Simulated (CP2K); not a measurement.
# PBE0/TZV2P-MOLOPT-PBE0-GTH (core potential) run of SiBrCl3 (SMILES Cl[Si](Cl)(Cl)Br)

Aim: the energy change on altering one bond length of SiBrCl3 at PBE0/TZV2P-MOLOPT-PBE0-GTH (core potential), from 2 runs. 

The calculation is run with CP2K 2026.2.

7 further runs of the same task are left out: 3 that didn't finish, 4 set aside as unsound or not needed.

### Step 1. Starting point

SiBrCl3 has 5 atoms, charge 0, and is taken as a singlet. SMILES: `Cl[Si](Cl)(Cl)Br`. The coordinates come from a PBE0-D4/def2-TZVP relaxation.

Bond lengths: Cl1–Si2 2.023 Å, Si2–Cl3 2.023 Å, Si2–Cl4 2.023 Å, Si2–Br5 2.188 Å. Angles: Cl1–Si2–Cl3 109.3°, Cl1–Si2–Cl4 109.3°, Cl1–Si2–Br5 109.7°, Cl3–Si2–Cl4 109.3°, Cl3–Si2–Br5 109.7°, Cl4–Si2–Br5 109.7°.

### Step 2. A single-point energy at PBE0/TZV2P-MOLOPT-PBE0-GTH (core potential)

Input file job.inp:

```
&FORCE_EVAL
  METHOD Quickstep
  &DFT
    BASIS_SET_FILE_NAME BASIS_MOLOPT_UZH
    BASIS_SET_FILE_NAME BASIS_ADMM_UZH
    POTENTIAL_FILE_NAME POTENTIAL_UZH
    &QS
      METHOD GPW
      EPS_DEFAULT 1.0E-10
    &END QS
    &MGRID
      CUTOFF 400
      REL_CUTOFF 50
      NGRIDS 4
    &END MGRID
    &POISSON
      PERIODIC NONE
      POISSON_SOLVER MULTIPOLE
    &END POISSON
    ! SCF settings
    &SCF
      SCF_GUESS ATOMIC
      EPS_SCF 1.0E-06
      MAX_SCF 100
      ADDED_MOS 3
      &DIAGONALIZATION
        ALGORITHM STANDARD
      &END DIAGONALIZATION
      &MIXING
        METHOD DIRECT_P_MIXING
        ALPHA 0.4
      &END MIXING
    &END SCF
    &XC
      &XC_FUNCTIONAL
        &PBE
          SCALE_X 0.75
          SCALE_C 1.0
        &END PBE
      &END XC_FUNCTIONAL
      ! exact exchange
      &HF
        FRACTION 0.25
        &SCREENING
          EPS_SCHWARZ 1.0E-09
        &END SCREENING
        &MEMORY
          MAX_MEMORY 1050
        &END MEMORY
      &END HF
    &END XC
    &AUXILIARY_DENSITY_MATRIX_METHOD
      ADMM_TYPE ADMMS
      EXCH_CORRECTION_FUNC PBEX
    &END AUXILIARY_DENSITY_MATRIX_METHOD
    &PRINT
      &MOMENTS
        PERIODIC F
        REFERENCE COM
        MAX_MOMENT 1
      &END MOMENTS
      &MO ON
        ENERGIES T
        OCCUPATION_NUMBERS T
        NDIGITS 6
        &EACH
          QS_SCF 0
        &END EACH
        ADD_LAST NUMERIC
      &END MO
      &HIRSHFELD OFF
      &END HIRSHFELD
    &END PRINT
  &END DFT
  &SUBSYS
    ! box in angstrom
    &CELL
      ABC 10 10.2 10.2
      PERIODIC NONE
    &END CELL
    &COORD
      UNIT bohr
      Cl    -1.6117474    -0.4113934     3.4423251
      Si     0.0064251    -0.0805023    -0.0060471
      Cl     3.1945820    -2.1886808    -0.1118718
      Cl    -2.4296209    -1.3411386    -2.6698051
      Br     0.9342806     3.8822534    -0.7330248
    &END COORD
    &TOPOLOGY
      &CENTER_COORDINATES
      &END CENTER_COORDINATES
    &END TOPOLOGY
    &KIND Cl
      BASIS_SET ORB TZV2P-MOLOPT-PBE0-GTH-q7
      BASIS_SET AUX_FIT admm-tzp-q7
      POTENTIAL GTH-PBE0-q7
    &END KIND
    &KIND Si
      BASIS_SET ORB TZV2P-MOLOPT-PBE0-GTH-q4
      BASIS_SET AUX_FIT admm-tzp-q4
      POTENTIAL GTH-PBE0-q4
    &END KIND
    &KIND Br
      BASIS_SET ORB TZV2P-MOLOPT-PBE0-GTH-q7
      BASIS_SET AUX_FIT admm-tzp-q7
      POTENTIAL GTH-PBE0-q7
    &END KIND
  &END SUBSYS
&END FORCE_EVAL
&GLOBAL
  PROJECT job
  RUN_TYPE ENERGY
  PRINT_LEVEL MEDIUM
&END GLOBAL
```

On the command line:

```
$ OMP_NUM_THREADS=1 cp2k.psmp -i job.inp -o job.out
```

Standard output:

```text
CP2K| version string:                                       CP2K version 2026.2
[...]
 GLOBAL| Method name                                                        CP2K
[...]
 GLOBAL| Run type                                                         ENERGY
[...]
 DFT| Spin restricted Kohn-Sham (RKS) calculation                            RKS
 DFT| Multiplicity                                                             1
[...]
 DFT| Charge                                                                   0
[...]
 FUNCTIONAL| PBE:
 QS| Method:                                                                 GPW
[...]
 QS| Density cutoff [a.u.]:                                                200.0
[...]
 QS| Relative density cutoff [a.u.]:                                        25.0
[...]
                             - Atoms:                                          5
[...]
                             - Spherical basis functions:                    145
[...]
 Number of electrons:                                                         32
[...]
     1 P_Mix/Diag. 0.40E+00    3.8     1.41690816       -60.4618076881 -6.05E+01
[...]
    15 DIIS/Diag.  0.77E-06    2.6     0.00000081       -62.5758478061 -7.17E-11
  *** SCF run converged in    15 steps ***
[...]
  Overlap energy of the core charge distribution:               0.00000000980399
  Self energy of the core charge distribution:               -138.79310095751671
  Core Hamiltonian energy:                                     31.64223375203229
  Hartree energy:                                              57.21851032156187
  Exchange-correlation energy:                                 -9.75855377675413
  Hartree-Fock Exchange energy:                                -2.88493715525082
  Total energy:                                               -62.57584780612351
[...]
                     Mulliken Population Analysis
 #  Atom  Element  Kind  Atomic population                           Net charge
       1     Cl       1          7.211636                             -0.211636
       2     Si       2          3.211641                              0.788359
       3     Cl       1          7.212363                             -0.212363
       4     Cl       1          7.212942                             -0.212942
       5     Br       3          7.151419                             -0.151419
 # Total charge                             32.000000                  0.000000
[...]
  Dipole moment [Debye]
    X=  0.2886889E-01 Y=  0.1178717E+00 Z= -0.5367895E-02  Total=      0.1214741
 ENERGY| Total FORCE_EVAL ( QS ) energy [hartree]            -62.575847806123512
[...]
```

Run time: 42 s. Hardware: 1 thread of Arm Neoverse V1, shared host; peak memory 0.97 GiB.

### Step 3. The distorted shape, same level

Input file molecule.xyz:

```xyz
5

Cl    -2.877418     1.121018     1.888800
Si    -2.021118     1.296118     0.064000
Cl     1.690500    -1.158200    -0.059200
Cl    -3.310218     0.629018    -1.345600
Br    -1.530118     3.393118    -0.320700
```

Input file gas.inp:

```
&GLOBAL
   PROJECT_NAME gas
   RUN_TYPE ENERGY
   PRINT_LEVEL MEDIUM
&END GLOBAL

&FORCE_EVAL
   METHOD QUICKSTEP
   &DFT
      BASIS_SET_FILE_NAME BASIS_MOLOPT_UZH
      BASIS_SET_FILE_NAME BASIS_ADMM_UZH
      POTENTIAL_FILE_NAME POTENTIAL_UZH
      &QS
         METHOD GPW
         EPS_DEFAULT 1.0E-10
      &END QS
      &MGRID
         CUTOFF 400
         REL_CUTOFF 50
         NGRIDS 4
      &END MGRID
      &POISSON
         PERIODIC NONE
         POISSON_SOLVER MULTIPOLE
      &END POISSON
      &SCF
         SCF_GUESS ATOMIC
         EPS_SCF 1.0E-06
         MAX_SCF 40
         &OT
            MINIMIZER CG
            PRECONDITIONER FULL_SINGLE_INVERSE
         &END OT
         &OUTER_SCF
            EPS_SCF 1.0E-06
            MAX_SCF 10
         &END OUTER_SCF
      &END SCF
      &XC
         &XC_FUNCTIONAL
            &PBE
               SCALE_X 0.75
               SCALE_C 1.0
            &END PBE
         &END XC_FUNCTIONAL
         &HF
            FRACTION 0.25
            &SCREENING
               EPS_SCHWARZ 1.0E-09
            &END SCREENING
            &MEMORY
               MAX_MEMORY 1050
            &END MEMORY
         &END HF
      &END XC
      &AUXILIARY_DENSITY_MATRIX_METHOD
         ADMM_TYPE ADMMS
         EXCH_CORRECTION_FUNC PBEX
      &END AUXILIARY_DENSITY_MATRIX_METHOD
      &PRINT
         &MOMENTS
            PERIODIC F
            REFERENCE COM
            MAX_MOMENT 1
         &END MOMENTS
         &MO_CUBES
            NLUMO 3
            NHOMO -1
            WRITE_CUBE F
         &END MO_CUBES
         &HIRSHFELD OFF
         &END HIRSHFELD
      &END PRINT
   &END DFT
   &SUBSYS
      &CELL
         ABC 12 11.6 10.2
         PERIODIC NONE
      &END CELL
      &TOPOLOGY
         COORD_FILE_NAME molecule.xyz
         COORD_FILE_FORMAT XYZ
         &CENTER_COORDINATES
         &END CENTER_COORDINATES
      &END TOPOLOGY
      &KIND Cl
         BASIS_SET ORB TZV2P-MOLOPT-PBE0-GTH-q7
         BASIS_SET AUX_FIT admm-tzp-q7
         POTENTIAL GTH-PBE0-q7
      &END KIND
      &KIND Si
         BASIS_SET ORB TZV2P-MOLOPT-PBE0-GTH-q4
         BASIS_SET AUX_FIT admm-tzp-q4
         POTENTIAL GTH-PBE0-q4
      &END KIND
      &KIND Br
         BASIS_SET ORB TZV2P-MOLOPT-PBE0-GTH-q7
         BASIS_SET AUX_FIT admm-tzp-q7
         POTENTIAL GTH-PBE0-q7
      &END KIND
   &END SUBSYS
&END FORCE_EVAL
```

On the command line:

```
$ OMP_NUM_THREADS=1 cp2k.psmp -i gas.inp > gas.out 2>&1
```

Standard output:

```text
CP2K| version string:                                       CP2K version 2026.2
[...]
 GLOBAL| Method name                                                        CP2K
[...]
 GLOBAL| Run type                                                         ENERGY
[...]
 DFT| Spin restricted Kohn-Sham (RKS) calculation                            RKS
 DFT| Multiplicity                                                             1
[...]
 DFT| Charge                                                                   0
[...]
 FUNCTIONAL| PBE:
 QS| Method:                                                                 GPW
[...]
 QS| Density cutoff [a.u.]:                                                200.0
[...]
 QS| Relative density cutoff [a.u.]:                                        25.0
[...]
                             - Atoms:                                          5
[...]
                             - Spherical basis functions:                    145
[...]
 Number of electrons:                                                         32
[...]
     1 OT CG       0.80E-01    5.1     0.09705427       -60.3597944026 -6.04E+01
[...]
     8 OT CG       0.67E-01    3.9     0.00000091       -62.3856796224 -1.47E-10
  *** SCF run converged in     8 steps ***
[...]
  Overlap energy of the core charge distribution:               0.00000000748645
  Self energy of the core charge distribution:               -138.79310095751671
  Core Hamiltonian energy:                                     31.37373951219293
  Hartree energy:                                              57.47596966896471
  Exchange-correlation energy:                                 -9.61922992247336
  Hartree-Fock Exchange energy:                                -2.82305793103029
  Total energy:                                               -62.38567962237628
[...]
                     Mulliken Population Analysis
 #  Atom  Element  Kind  Atomic population                           Net charge
       1     Cl       1          7.133835                             -0.133835
       2     Si       2          3.303605                              0.696395
       3     Cl       1          7.381094                             -0.381094
       4     Cl       1          7.133604                             -0.133604
       5     Br       3          7.047862                             -0.047862
 # Total charge                             32.000000                  0.000000
[...]
  Dipole moment [Debye]
    X= -0.6657441E+01 Y=  0.4822821E+01 Z=  0.1808691E+00  Total=      8.2227634
[...]
 HOMO - LUMO gap [eV] :    1.296348
 ENERGY| Total FORCE_EVAL ( QS ) energy [hartree]            -62.385679622376280
[...]
```

Run time: 5.1 min. Hardware: 1 thread of Arm Neoverse V1, shared host; peak memory 1.2 GiB.

### Step 4. What came out

Level: PBE0/TZV2P-MOLOPT-PBE0-GTH (core potential).

| quantity | value |
| --- | --- |
| first shape: total energy | -62.57585 Eh |
| first shape: dipole moment | 0.12 D |
| first shape: HOMO energy | -9.02 eV |
| first shape: LUMO energy | -1.08 eV |
| first shape: HOMO–LUMO gap | 7.93 eV |
| distorted shape: total energy | -62.38568 Eh |
| distorted shape: dipole moment | 8.22 D |
| distorted shape: HOMO energy | -7.26 eV |
| distorted shape: LUMO energy | -5.96 eV |
| distorted shape: HOMO–LUMO gap | 1.30 eV |
| energy change with the Si2–Cl3 bond stretched from 2.023 to 4.451 Å | 5.175 eV |

One bond (distorted shape) is far stretched, which a spin-restricted single reference describes badly; a broken-symmetry solution may lie lower. With the Si2–Cl3 bond stretched from 2.023 to 4.451 Å the energy rises by 5.17 eV (499 kJ/mol). A restricted reference can't describe the breaking bond well at this length.
